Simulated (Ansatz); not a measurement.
# Te2Mo: the cost of one run

Program: Ansatz 0.2.0. Level of theory: DFT PBE, scalar-relativistic, plane waves, PAW. These are calculated values, not measurements.

### Step 1. The starting structure

It takes space group P6_3/mmc (No. 194, hexagonal). The conventional cell has a = 3.518 Å, b = 3.518 Å, c = 13.974 Å, α = 90.00°, β = 90.00°, γ = 120.00°. Around Te (site symmetry 3m) lie 3 Mo at 2.72 Å. Mo (site symmetry -6m2) has 6 Te at 2.72 Å in its first shell of neighbours.

As a file:

```cif
data_structure
_symmetry_space_group_name_H-M 'P 1'
_symmetry_Int_Tables_number 1
_cell_length_a 10.5546
_cell_length_b 10.5546
_cell_length_c 13.9736
_cell_angle_alpha 90.000
_cell_angle_beta 90.000
_cell_angle_gamma 120.000
_cell_volume 1348.10
loop_
_atom_site_label
_atom_site_type_symbol
_atom_site_fract_x
_atom_site_fract_y
_atom_site_fract_z
_atom_site_occupancy
Te1 Te 0.11111 0.22222 0.62100 1
Te2 Te 0.11111 0.55556 0.62100 1
Te3 Te 0.11111 0.88889 0.62100 1
Te4 Te 0.44444 0.22222 0.62100 1
Te5 Te 0.44444 0.55556 0.62100 1
Te6 Te 0.44444 0.88889 0.62100 1
Te7 Te 0.77778 0.22222 0.62100 1
Te8 Te 0.77778 0.55556 0.62100 1
Te9 Te 0.77778 0.88889 0.62100 1
Te10 Te 0.22222 0.11111 0.12100 1
Te11 Te 0.22222 0.44444 0.12100 1
Te12 Te 0.22222 0.77778 0.12100 1
Te13 Te 0.55556 0.11111 0.12100 1
Te14 Te 0.55556 0.44444 0.12100 1
Te15 Te 0.55556 0.77778 0.12100 1
Te16 Te 0.88889 0.11111 0.12100 1
Te17 Te 0.88889 0.44444 0.12100 1
Te18 Te 0.88889 0.77778 0.12100 1
Te19 Te 0.11111 0.22222 0.87900 1
Te20 Te 0.11111 0.55556 0.87900 1
Te21 Te 0.11111 0.88889 0.87900 1
Te22 Te 0.44444 0.22222 0.87900 1
Te23 Te 0.44444 0.55556 0.87900 1
Te24 Te 0.44444 0.88889 0.87900 1
Te25 Te 0.77778 0.22222 0.87900 1
Te26 Te 0.77778 0.55556 0.87900 1
Te27 Te 0.77778 0.88889 0.87900 1
Te28 Te 0.22222 0.11111 0.37900 1
Te29 Te 0.22222 0.44444 0.37900 1
Te30 Te 0.22222 0.77778 0.37900 1
Te31 Te 0.55556 0.11111 0.37900 1
Te32 Te 0.55556 0.44444 0.37900 1
Te33 Te 0.55556 0.77778 0.37900 1
Te34 Te 0.88889 0.11111 0.37900 1
Te35 Te 0.88889 0.44444 0.37900 1
Te36 Te 0.88889 0.77778 0.37900 1
Mo1 Mo 0.11111 0.22222 0.25000 1
Mo2 Mo 0.11111 0.55556 0.25000 1
Mo3 Mo 0.11111 0.88889 0.25000 1
Mo4 Mo 0.44444 0.22222 0.25000 1
Mo5 Mo 0.44444 0.55556 0.25000 1
Mo6 Mo 0.44444 0.88889 0.25000 1
Mo7 Mo 0.77778 0.22222 0.25000 1
Mo8 Mo 0.77778 0.55556 0.25000 1
Mo9 Mo 0.77778 0.88889 0.25000 1
Mo10 Mo 0.22222 0.11111 0.75000 1
Mo11 Mo 0.22222 0.44444 0.75000 1
Mo12 Mo 0.22222 0.77778 0.75000 1
Mo13 Mo 0.55556 0.11111 0.75000 1
Mo14 Mo 0.55556 0.44444 0.75000 1
Mo15 Mo 0.55556 0.77778 0.75000 1
Mo16 Mo 0.88889 0.11111 0.75000 1
Mo17 Mo 0.88889 0.44444 0.75000 1
Mo18 Mo 0.88889 0.77778 0.75000 1
```

The runs take a perfect supercell of 54 atoms; the defect goes to fractional position (0.111, 0.222, 0.621).

### Step 2. The perfect supercell

File input.yaml:

```yaml
crystal:
  lattice:
    - [10.5546, 0.0, 0.0]
    - [-5.2773, 9.140552, 0.0]
    - [0.0, 0.0, 13.9736]
  atoms:
    - { symbol: Te, position: [0.111111, 0.222222, 0.621] }
    - { symbol: Te, position: [0.111111, 0.555556, 0.621] }
    - { symbol: Te, position: [0.111111, 0.888889, 0.621] }
    - { symbol: Te, position: [0.444444, 0.222222, 0.621] }
    - { symbol: Te, position: [0.444444, 0.555556, 0.621] }
    - { symbol: Te, position: [0.444444, 0.888889, 0.621] }
    - { symbol: Te, position: [0.777778, 0.222222, 0.621] }
    - { symbol: Te, position: [0.777778, 0.555556, 0.621] }
    - { symbol: Te, position: [0.777778, 0.888889, 0.621] }
    - { symbol: Te, position: [0.222222, 0.111111, 0.121] }
    - { symbol: Te, position: [0.222222, 0.444444, 0.121] }
    - { symbol: Te, position: [0.222222, 0.777778, 0.121] }
    - { symbol: Te, position: [0.555556, 0.111111, 0.121] }
    - { symbol: Te, position: [0.555556, 0.444444, 0.121] }
    - { symbol: Te, position: [0.555556, 0.777778, 0.121] }
    - { symbol: Te, position: [0.888889, 0.111111, 0.121] }
    - { symbol: Te, position: [0.888889, 0.444444, 0.121] }
    - { symbol: Te, position: [0.888889, 0.777778, 0.121] }
    - { symbol: Te, position: [0.111111, 0.222222, 0.879] }
    - { symbol: Te, position: [0.111111, 0.555556, 0.879] }
    - { symbol: Te, position: [0.111111, 0.888889, 0.879] }
    - { symbol: Te, position: [0.444444, 0.222222, 0.879] }
    - { symbol: Te, position: [0.444444, 0.555556, 0.879] }
    - { symbol: Te, position: [0.444444, 0.888889, 0.879] }
    - { symbol: Te, position: [0.777778, 0.222222, 0.879] }
    - { symbol: Te, position: [0.777778, 0.555556, 0.879] }
    - { symbol: Te, position: [0.777778, 0.888889, 0.879] }
    - { symbol: Te, position: [0.222222, 0.111111, 0.379] }
    - { symbol: Te, position: [0.222222, 0.444444, 0.379] }
    - { symbol: Te, position: [0.222222, 0.777778, 0.379] }
    - { symbol: Te, position: [0.555556, 0.111111, 0.379] }
    - { symbol: Te, position: [0.555556, 0.444444, 0.379] }
    - { symbol: Te, position: [0.555556, 0.777778, 0.379] }
    - { symbol: Te, position: [0.888889, 0.111111, 0.379] }
    - { symbol: Te, position: [0.888889, 0.444444, 0.379] }
    - { symbol: Te, position: [0.888889, 0.777778, 0.379] }
    - { symbol: Mo, position: [0.111111, 0.222222, 0.25] }
    - { symbol: Mo, position: [0.111111, 0.555556, 0.25] }
    - { symbol: Mo, position: [0.111111, 0.888889, 0.25] }
    - { symbol: Mo, position: [0.444444, 0.222222, 0.25] }
    - { symbol: Mo, position: [0.444444, 0.555556, 0.25] }
    - { symbol: Mo, position: [0.444444, 0.888889, 0.25] }
    - { symbol: Mo, position: [0.777778, 0.222222, 0.25] }
    - { symbol: Mo, position: [0.777778, 0.555556, 0.25] }
    - { symbol: Mo, position: [0.777778, 0.888889, 0.25] }
    - { symbol: Mo, position: [0.222222, 0.111111, 0.75] }
    - { symbol: Mo, position: [0.222222, 0.444444, 0.75] }
    - { symbol: Mo, position: [0.222222, 0.777778, 0.75] }
    - { symbol: Mo, position: [0.555556, 0.111111, 0.75] }
    - { symbol: Mo, position: [0.555556, 0.444444, 0.75] }
    - { symbol: Mo, position: [0.555556, 0.777778, 0.75] }
    - { symbol: Mo, position: [0.888889, 0.111111, 0.75] }
    - { symbol: Mo, position: [0.888889, 0.444444, 0.75] }
    - { symbol: Mo, position: [0.888889, 0.777778, 0.75] }
basis:
  ecutwfc: 420
  fft_grid_basis: typed
kpoints:
  mp_grid: { grid: [3, 3, 1] }
hamiltonian:
  xc: pbe
  pseudopotentials: { kind: paw }
scf:
  occupations: { method: gaussian, width: 0.05 }
output:
  forces: true
  stress: false
  eigenvalues: true
  bader: false
  write_density: true
  volumetric_format: npy
```

Run with:

```sh
> ansatz run input.yaml --threads 8 --pin off --max-ram 16384MiB --backend cpu --events-out ev --progress --plain --runs-dir out
```

**Question.** How long does this run take on 8 threads of Intel Xeon Platinum 8259CL at 2.50GHz (Skylake/Cascade Lake), shared host, and how much memory does it need?

About 17 s, with a peak of 8 GiB.
